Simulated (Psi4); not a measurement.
# CdHOF (SMILES [OH][Cd][F]), step by step

Wanted: a structure relaxation (PBEh-3c/def2-mSVP), then the harmonic vibrations of CdHOF. 

The calculation is run with Psi4 1.11.

## Step 1: The structure to begin with

The species is CdHOF (4 atoms), meant as a singlet with charge 0. As SMILES, `[OH][Cd][F]`. All atoms were displaced at random from a relaxed shape. The run starts from this shape.

Bond lengths: O1–Cd2 1.846 Å, Cd2–F3 1.980 Å, O1–H4 0.840 Å. Angles: O1–Cd2–F3 175.5°, Cd2–O1–H4 128.0°.

## Step 2: A structure relaxation at PBEh-3c/def2-mSVP (density fitting, core potential) (run 1)

Contents of job.py:

```python
import psi4

psi4.set_memory('1600 MB')
psi4.set_num_threads(1)
psi4.core.set_output_file('run.log', False)

mol = psi4.geometry("""
0 1
O     -0.848957     0.613977    -0.732228
Cd     0.555414    -0.154219     0.186750
F      2.124865    -1.012771     1.034422
H     -1.670898     0.545462    -0.572590
symmetry c1
""")

psi4.set_options({
    'geom_maxiter': 60,
})

result = psi4.optimize('pbeh-3c')
print(f'pbeh-3c energy: {result:.10f} Eh')
print(mol.to_string(dtype='xyz', units='Angstrom'))
```

Launch:

```bash
$ python job.py
```

run.log:

```text
[...]
    !!!  WARNING: ECP capability is in beta. Please check occupations closely.  !!!
[...]
  Running in c1 symmetry.
[...]
  Nuclear repulsion =  114.388176722211270
[...]
  Multiplicity = 1
[...]
  Nalpha       = 19
  Nbeta        = 19
[...]
    Number of basis functions: 63
[...]
   @DF-RKS iter   1:  -342.74090832352067   -9.70630e-01   1.37377e-02 DIIS/ADIIS
[...]
    !!!  WARNING: ECP capability is in beta. Please check occupations closely.  !!!
[...]
   @DF-RKS iter   7:  -343.06238731953721   -8.81073e-12   7.54324e-09 DIIS
[...]
    Orbital Energies [Eh]
    ---------------------
    Doubly Occupied:
       1A    -25.008261     2A    -19.471245     3A     -4.385820
       4A     -2.855790     5A     -2.854691     6A     -2.849037
       7A     -1.193579     8A     -1.050079     9A     -0.646300
      10A     -0.630106    11A     -0.629149    12A     -0.625675
      13A     -0.625672    14A     -0.490418    15A     -0.420271
      16A     -0.404332    17A     -0.401933    18A     -0.363550
      19A     -0.340353
[...]
  @DF-RKS Final Energy:  -343.06238731953721
   => Energetics <=
    Nuclear Repulsion Energy =            113.3989451502510235
    One-Electron Energy =                -767.9279636678677434
    Two-Electron Energy =                 332.1544657874393920
    DFT Exchange-Correlation Energy =     -20.6951160890216990
    Empirical Dispersion Energy =           0.0072814996618214
    VV10 Nonlocal Energy =                  0.0000000000000000
    Total Energy =                       -343.0623873195372084
[...]
 Multipole Moments:
 ------------------------------------------------------------------------------------
     Multipole            Electronic (a.u.)      Nuclear  (a.u.)        Total (a.u.)
 ------------------------------------------------------------------------------------
 L = 1.  Multiply by 2.5417464519 to convert [e a0] to [Debye]
 Dipole X            :          1.3979175           -2.1987058           -0.8007883
 Dipole Y            :         -1.2231824            1.1831143           -0.0400681
 Dipole Z            :          1.3047603           -1.2083300            0.0964303
 Magnitude           :                                                    0.8075680
[...]
  -Total Gradient:
     Atom            X                  Y                   Z
    ------   -----------------  -----------------  -----------------
       1        0.000048481554     0.000016419051     0.000050355927
       2       -0.000193984292     0.000018380004    -0.000206277534
       3        0.000180503143    -0.000038741429     0.000139280609
       4       -0.000090466486     0.000023772416    -0.000008409486
[...]
    Final optimized geometry and variables:
    Molecular point group: c1
    Full point group: C1
    Geometry (in Angstrom), charge = 0, multiplicity = 1:
    O           -1.444373132668     0.887985055628    -0.977672429428
    CD          -0.019632314036     0.003225075884    -0.003720089575
    F            1.457527330485    -0.803496305300     0.881184071223
    H           -2.333619627456     0.689161889739    -0.674296101257
[...]
```

On the terminal:

```text
Some dependencies such as QCElemental have not yet finished migration to pydantic v2. If issues are encountered please downgrade pydantic or upgrade QCElemental as appropriate
	Denominators (dg)(dq) or (dq)(dq) are very small.
	Skipping Hessian update for step 8.
	Denominators (dg)(dq) or (dq)(dq) are very small.
	Skipping Hessian update for step 8.
	Energy ratio indicates iffy step.
	Intrafrag trust radius decreased to   0.25.
	Energy ratio indicates iffy step.
	Intrafrag trust radius decreased to 0.0625.
	Denominators (dg)(dq) or (dq)(dq) are very small.
	Skipping Hessian update for step 11.
	Energy ratio indicates iffy step.
	Intrafrag trust radius decreased to 0.0156.
	Denominators (dg)(dq) or (dq)(dq) are very small.
	Skipping Hessian update for step 12.
	Energy has increased in a minimization.
	Energy ratio indicates iffy step.
	Intrafrag trust radius decreased to 0.00391.
	Energy ratio indicates iffy step.
	Intrafrag trust radius decreased to  0.001.
Optimizer: Optimization complete!
pbeh-3c energy: -343.0623873195 Eh
4
0 1 CdFHO
O                    -1.444373132668     0.887985055628    -0.977672429428
Cd                   -0.019632314036     0.003225075884    -0.003720089575
F                     1.457527330485    -0.803496305300     0.881184071223
H                    -2.333619627456     0.689161889739    -0.674296101257
```

Run time: 34 s. Hardware: 1 thread of AMD EPYC 9R45 (Zen 5), shared host; peak memory 0.43 GiB.

Steps, from the record of the run:

| step | energy from the first frame kept (eV) | largest force (eV/Å) |
| --- | --- | --- |
| 0 | 0.0000 | 9.8717 |
| 1 | -0.6600 | 1.0182 |
| 2 | -0.6906 | 0.4207 |
| 3 | -0.7029 | 0.1154 |
| 4 | -0.7035 | 0.0475 |
| 5 | -0.7037 | 0.0328 |
| 6 | -0.7038 | 0.0233 |
| 7 | -0.7039 | 0.0177 |
| 8 | -0.7039 | 0.0162 |
| 9 | -0.7039 | 0.0113 |
| 10 | -0.7039 | 0.0229 |
| 11 | -0.7039 | 0.0259 |
| 12 | -0.7039 | 0.0245 |
| 13 | -0.7039 | 0.0217 |
| 14 | -0.7039 | 0.0146 |

After the run. Bond lengths: O1–Cd2 1.939 Å, Cd2–F3 1.902 Å, O1–H4 0.960 Å. Angles: O1–Cd2–F3 176.3°, Cd2–O1–H4 115.3°.

## Step 3: The harmonic vibrations at PBEh-3c/def2-mSVP (density fitting, core potential) (run 2)

Contents of input.in:

```
memory 1600 MB

molecule geom {
  0 1
  O     -1.61546450     1.34478013    -1.48655684
  Cd     1.07690579    -0.32717395     0.35394570
  F      3.86833174    -1.85165570     2.02617380
  H     -3.29589779     0.96905912    -0.91325928
  units bohr
  symmetry c1
}

set {
  t 298.15
  rotational_symmetry_number 1
}

result, w = frequencies("pbeh-3c", return_wfn=True)
```

Launch:

```bash
$ psi4 -n 1 input.in input.out
```

input.out, cut to the lines that bear on the results:

```text
[...]
    !!!  WARNING: ECP capability is in beta. Please check occupations closely.  !!!
[...]
  Running in c1 symmetry.
[...]
  Nuclear repulsion =  113.398950955224990
[...]
  Multiplicity = 1
[...]
  Nalpha       = 19
  Nbeta        = 19
[...]
    Number of basis functions: 63
[...]
   @DF-RKS iter   1:  -342.77448408775416   -1.06335e+00   1.33517e-02 ADIIS/DIIS
[...]
   @DF-RKS iter  13:  -343.06238648659291    1.13687e-13   1.75919e-09 DIIS
[...]
  @DF-RKS Final Energy:  -343.06238648659291
   => Energetics <=
    Nuclear Repulsion Energy =            113.3994198533783049
    One-Electron Energy =                -767.9286429572468933
    Two-Electron Energy =                 332.1549053092755344
    DFT Exchange-Correlation Energy =     -20.6953430482135943
    Empirical Dispersion Energy =           0.0072743562137954
    VV10 Nonlocal Energy =                  0.0000000000000000
    Total Energy =                       -343.0623864865929136
[...]
 Multipole Moments:
[...]
  -Total Gradient:
     Atom            X                  Y                   Z
    ------   -----------------  -----------------  -----------------
       1       -0.000756135237    -0.000193477878     0.000356928364
       2       -0.000139741960     0.000030934352    -0.000220442658
       3        0.000200613189    -0.000057079699     0.000157773133
       4        0.000639879074     0.000239562906    -0.000319362137
[...]
  ==> Harmonic Vibrational Analysis <==
[...]
  Freq [cm^-1]                 147.0836            148.1715            583.0757
[...]
  IR activ [km/mol]            22.6555              5.9913              0.1206
[...]
  Freq [cm^-1]                 687.8018            870.8798           3944.8237
[...]
  IR activ [km/mol]            104.3726            80.4898             57.9876
[...]
  Total E_0, Enthalpy at 0 [K]                                                         -343.04784843 [Eh]
[...]
  Total H, Enthalpy at  298.15 [K]                                                     -343.04242934 [Eh]
[...]
  Total G, Gibbs energy at  298.15 [K]                                                 -343.07488156 [Eh]
[...]
```

The script printed:

```text
Warning: used thermodynamics relations inappropriate for low-frequency modes: ['147.0836' '148.1715' '583.0757']
```

Wall time 52 s (1 thread of AMD EPYC 9R45 (Zen 5), shared host); peak memory 0.41 GiB.

## Step 4: Results

| quantity | value |
| --- | --- |
| run 1, PBEh-3c/def2-mSVP: total energy at the end | -343.06239 Eh |
| run 1, PBEh-3c/def2-mSVP: dipole moment | 2.05 D |
| run 1, PBEh-3c/def2-mSVP: HOMO energy | -9.26 eV |
| run 1, PBEh-3c/def2-mSVP: LUMO energy | -0.94 eV |
| run 1, PBEh-3c/def2-mSVP: HOMO–LUMO gap | 8.32 eV |
| run 2, PBEh-3c/def2-mSVP: lowest harmonic wavenumber | 147 cm⁻¹ |
| run 2, PBEh-3c/def2-mSVP: highest harmonic wavenumber | 3945 cm⁻¹ |
| run 2, PBEh-3c/def2-mSVP: zero-point energy | 38.2 kJ/mol |
| run 2, PBEh-3c/def2-mSVP: ideal-gas entropy at 298.15 K (symmetry number 1 as used) | 68.3 cal/(mol K) |

The optimisation (run 1, PBEh-3c/def2-mSVP) took 15 steps and changed the energy by -0.704 eV. All 6 modes (run 2, PBEh-3c/def2-mSVP) are real, so the shape is a minimum at this level.
